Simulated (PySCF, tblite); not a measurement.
# C4H9F3N2Si: geometry, infrared bands and NMR shifts

Aim: predict the infrared bands and NMR shifts of C4H9F3N2Si (`C/C=N/N([SiH3])CC(F)(F)F`).

The runs use tblite 0.8.0 and PySCF 2.14.0, with density-fitted response routines of our own; the level of theory stands in each step. All values are computed, except where a source is named. Atoms count from 0, in the outputs and in this text.

**1. The starting structure**

19 atoms, charge 0, multiplicity 1; geometry from: force field or distance geometry start.

Bonds of the start (Å): C0–C1 1.51, C1–N2 1.27, N2–N3 1.42, N3–Si4 1.79, N3–C5 1.47, C5–C6 1.53, C6–F7 1.38, C6–F8 1.38, C6–F9 1.38, C0–H10 1.10, C0–H11 1.11, C0–H12 1.10, C1–H13 1.07, Si4–H14 1.48, Si4–H15 1.45, Si4–H16 1.48, C5–H17 1.11, C5–H18 1.12.

**2. Geometry optimisation with GFN2-xTB**

What the job is given:

```
{"job": {"kind": "relax", "xc": "GFN2-xTB", "basis": "xTB"}, "charge": 0, "multiplicity": 1}
C      2.984900    -0.994900    -0.045100
C      1.750100    -0.160800    -0.302100
N      0.778500    -0.242300     0.513600
N     -0.415600     0.504400     0.350300
Si    -0.426300     2.152500    -0.341100
C     -1.719700    -0.029400     0.760100
C     -2.061700    -1.315200     0.004600
F     -2.101000    -1.093100    -1.352000
F     -3.338500    -1.656500     0.396600
F     -1.220400    -2.341000     0.370400
H      2.944900    -1.465200     0.953000
H      3.077800    -1.799900    -0.802000
H      3.859500    -0.332700    -0.134800
H      1.690100     0.498900    -1.146500
H     -1.496000     2.935200     0.327700
H      0.842700     2.842200    -0.206800
H     -0.862500     2.005600    -1.742700
H     -2.532400     0.681200     0.516400
H     -1.763900    -0.179700     1.872800
```

Command:

```
OMP_NUM_THREADS=1 python probes_run.py task.json out
```

This one command runs all jobs of the session in turn.

**Question.** This job is followed by: GFN2-xTB harmonic vibrations, gas phase; GIAO PBE0/pcSseg-1 NMR shielding, non-relativistic, gas phase. What will the session give for the following? strongest single infrared mode (GFN2-xTB); zero-point energy (GFN2-xTB); ¹³C shifts against TMS (PBE0/pcSseg-1); ¹H shifts against TMS (PBE0/pcSseg-1, means over atoms taken as alike); ¹⁵N shifts against NH3 (PBE0/pcSseg-1); ²⁹Si shifts against TMS (PBE0/pcSseg-1); ¹⁹F shifts against CFCl3 (PBE0/pcSseg-1, means over atoms taken as alike).

**Answer**, as computed:

```
                                                                 quantity                         value
                                strongest single infrared mode (GFN2-xTB)         2265 cm⁻¹, 392 km/mol
                                             zero-point energy (GFN2-xTB)                 80.7 kcal/mol
                                   ¹³C shifts against TMS (PBE0/pcSseg-1)  136.0, 134.6, 63.4, 23.3 ppm
   ¹H shifts against TMS (PBE0/pcSseg-1, means over atoms taken as alike)    6.93, 4.65, 3.89, 2.12 ppm
                                   ¹⁵N shifts against NH3 (PBE0/pcSseg-1)              389.0, 110.2 ppm
                                  ²⁹Si shifts against TMS (PBE0/pcSseg-1)                     -62.5 ppm
¹⁹F shifts against CFCl3 (PBE0/pcSseg-1, means over atoms taken as alike)                     -90.3 ppm
```

**Reading.** The optimisation took 126 steps and gained 0.724 eV; among the close pairs (by a distance rule), N2–N3 changed most, from 1.418 to 1.357 Å. All 51 modes are real, so the xTB geometry is a minimum. The strongest single mode, at 2265 cm⁻¹, moves mainly H16 and H15. Unscaled tight-binding wavenumbers are off by several per cent, some by more. Its intensities can rank the bands wrongly. At PBE0/pcSseg-1: Shielding is most anisotropic at N2 (span 534 ppm, paramagnetic term -448 ppm).
